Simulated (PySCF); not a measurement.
# ICl at other levels of theory

Starting from one script, swap the method and compare what comes out for ICl.

Program: PySCF 2.14.0. Level of theory: each script names its method and basis. These are calculated values, not measurements.

3 further runs of the same task are left out: 1 for a known fault of the program, 2 that didn't finish.

## 1. Starting geometry

ICl: 2 atoms, charge 0, spin multiplicity 1.

Bond lengths: I1–Cl2 2.622 Å.

## 2. The run that the others are compared with

File input.py:

```python
from pyscf import gto, scf, mp

mol = gto.M(
    atom='I 0 0 0; Cl 0 0 2.622',
    basis='sbkjc',
    ecp={'I': 'sbkjc', 'Cl': 'sbkjc'},
    charge=0,
    spin=0,
    verbose=3,
)
mf = scf.RHF(mol)
mf.kernel()
mp.MP2(mf).kernel()
mf.dip_moment()
print('orbital energies (hartree):', mf.mo_energy[..., max(0, mol.nelec[1]-3):mol.nelec[0]+3].round(4))
```

Command:

```console
OMP_NUM_THREADS=1 python input.py
```

Its log is not repeated here.

In short: E(SCF) = -25.854992 Eh, E(MP2) − E(SCF) = -0.06167 Eh, μ = 2.64 D (of the SCF density).

The bond length is a typed value, not an optimised one.

## 3. Frozen orbitals 1

Run 1 changes frozen orbitals: none → 1.

File input.py:

```python
from pyscf import gto, scf, mp

mol = gto.M(
    atom='I 0 0 0; Cl 0 0 2.622',
    basis='sbkjc',
    ecp={'I': 'sbkjc', 'Cl': 'sbkjc'},
    charge=0,
    spin=0,
    verbose=3,
)
mf = scf.RHF(mol)
mf.kernel()
mp.MP2(mf, frozen=1).kernel()
mf.dip_moment()
print('orbital energies (hartree):', mf.mo_energy[..., max(0, mol.nelec[1]-3):mol.nelec[0]+3].round(4))
```

Command:

```console
OMP_NUM_THREADS=1 python input.py
```

## 4. Camb3lyp (RKS)

Run 2 changes functional: none (Hartree–Fock) → camb3lyp; SCF type: RHF → RKS; step after the SCF: mp2 → analyze.

input.py: that of step 2 with these lines changed.

```diff
@@ -1,2 +1,2 @@
-from pyscf import gto, scf, mp
+from pyscf import gto, dft
 
@@ -10,5 +10,5 @@
 )
-mf = scf.RHF(mol)
+mf = dft.RKS(mol, xc='camb3lyp')
 mf.kernel()
-mp.MP2(mf).kernel()
+mf.mulliken_pop()
 mf.dip_moment()
```

## 5. Olyp (RKS)

Run 3 changes functional: none (Hartree–Fock) → olyp; SCF type: RHF → RKS; step after the SCF: mp2 → analyze.

input.py: that of step 2 with these lines changed.

```diff
@@ -1,2 +1,2 @@
-from pyscf import gto, scf, mp
+from pyscf import gto, dft
 
@@ -10,5 +10,5 @@
 )
-mf = scf.RHF(mol)
+mf = dft.RKS(mol, xc='olyp')
 mf.kernel()
-mp.MP2(mf).kernel()
+mf.mulliken_pop()
 mf.dip_moment()
```

## 6. Hse06 (RKS)

Run 4 changes functional: none (Hartree–Fock) → hse06; SCF type: RHF → RKS; step after the SCF: mp2 → analyze.

input.py: that of step 2 with these lines changed.

```diff
@@ -1,2 +1,2 @@
-from pyscf import gto, scf, mp
+from pyscf import gto, dft
 
@@ -10,5 +10,5 @@
 )
-mf = scf.RHF(mol)
+mf = dft.RKS(mol, xc='hse06')
 mf.kernel()
-mp.MP2(mf).kernel()
+mf.mulliken_pop()
 mf.dip_moment()
```

**Question.** What will these runs give? Wanted: for each run, E(SCF); from base; SCF dipole; after the SCF.

**Answer**, as computed:

```csv
run,E(SCF) (hartree),from base (eV),SCF dipole (D),after the SCF
base,-25.854992,0,2.64,MP2 correlation -1.678 eV
frozen orbitals 1,-25.854992,0.0000,2.64,"MP2 correlation -1.487 eV, core frozen"
camb3lyp (RKS),-26.278802,not comparable,2.16,n/a
olyp (RKS),-26.337009,not comparable,1.81,n/a
hse06 (RKS),-26.324345,not comparable,1.98,n/a
```

What this shows: A lower total energy from another functional means nothing by itself.
